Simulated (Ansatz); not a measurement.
Predict the output of the script below (Ansatz 0.2.0 through its Python package).

Script `zeeman.py`:
```python
"""Response of the spins of TiH to a Zeeman field."""

import logging
import sys

import ansatz as az
import numpy as np

logging.basicConfig(stream=sys.stdout, format="%(levelname)s %(message)s")
log = logging.getLogger("tih")
log.setLevel(logging.INFO)

MESH = (7, 7, 4)
WIDTH_EV = 0.02
MIXING_BETA = 0.6
MAX_ITERATIONS = 100

cell = (
    az.Lattice.from_parameters(2.877582, 2.877582, 5.263294, alpha=90.0, beta=90.0, gamma=120.0)
    .atom("Ti", (0.0, 0.0, 0.0))
    .atom("Ti", (0.0, 0.0, 0.5))
    .atom("H", (2 / 3, 1 / 3, 0.75))
    .atom("H", (1 / 3, 2 / 3, 0.25))
)

calc = (
    cell.calculation()
    .functional(az.Functional.LDA)
    .basis(14 * az.Ha)
    .accuracy("medium")
    .kpoints(*MESH)
    .occupations(az.OccupationsMethod.FERMI_DIRAC, width=WIDTH_EV)
    .mixing("msr1", ndim=6, beta=MIXING_BETA)
    .scf(max_iterations=MAX_ITERATIONS)
    .spin("collinear")
)
# the field acts on the spins alone; such large fields lift the response over the noise
rows = []
for tesla in [0, 250, 500]:
    rep = (calc.magnetic_field(tesla) if tesla else calc).run(threads=1, pin="off").report
    rows.append((tesla, rep["magnetization_mub"], rep["free_energy_ev"], rep["components"].get("e_zeeman", 0.0)))
lines = [",".join(["B (T)", "moment muB", "F eV", "Zeeman term eV"])] + [",".join(f"{v:.4f}" if isinstance(v, float) else str(v) for v in row) for row in rows]
print("\n".join(lines))
with open("zeeman.csv", "w") as handle:
    handle.write("\n".join(lines) + "\n")
slope = np.polyfit([row[0] for row in rows], [row[1] for row in rows], 1)[0]
log.info(f"dM/dB = {1000 * slope:.4f} muB per 1000 T per cell")
```

Running `python zeeman.py` prints:
```text
DeckWarning: basis.ecutwfc = 380.959407443832 eV is below the records' recommended 420 eV, and the density's cutoff is lower with it unless basis.ecutrho_ratio is high enough to keep the records' density cutoff: compare with a run at a higher cutoff
RunWarning: this spin-polarised run has no starting moment large enough to seed its density, so its SCF can try parallel moments of its own, which can die out, and starts no order whose moments [...]
B (T),moment muB,F eV,Zeeman term eV
0,0.0000,-4932.8499,0.0000
250,0.0216,-4932.8500,-0.0003
500,0.0435,-4932.8505,-0.0013
INFO dM/dB = 0.0871 muB per 1000 T per cell
```
(Warnings from the package without file and line, shortened.)

The settings weren't tested for convergence. The cutoff lies under the one recommended for these potentials. The mesh is modest for a metal, so energies can be off by several to tens of meV an atom and pressures by half a GPa or more; differences at equal mesh fare better. This cell is a computed structure, which may not be the phase found in nature. Orbital magnetism is left out. The response of a metal hangs strongly on mesh and smearing, and a straight-line fit holds only where the moment is linear in the field. The whole script took 8.5 s on 1 thread of Arm Neoverse V1, on a shared host, peak memory 0.37 GiB.

(Lines on the test bed's own set-up are left out of the output.)
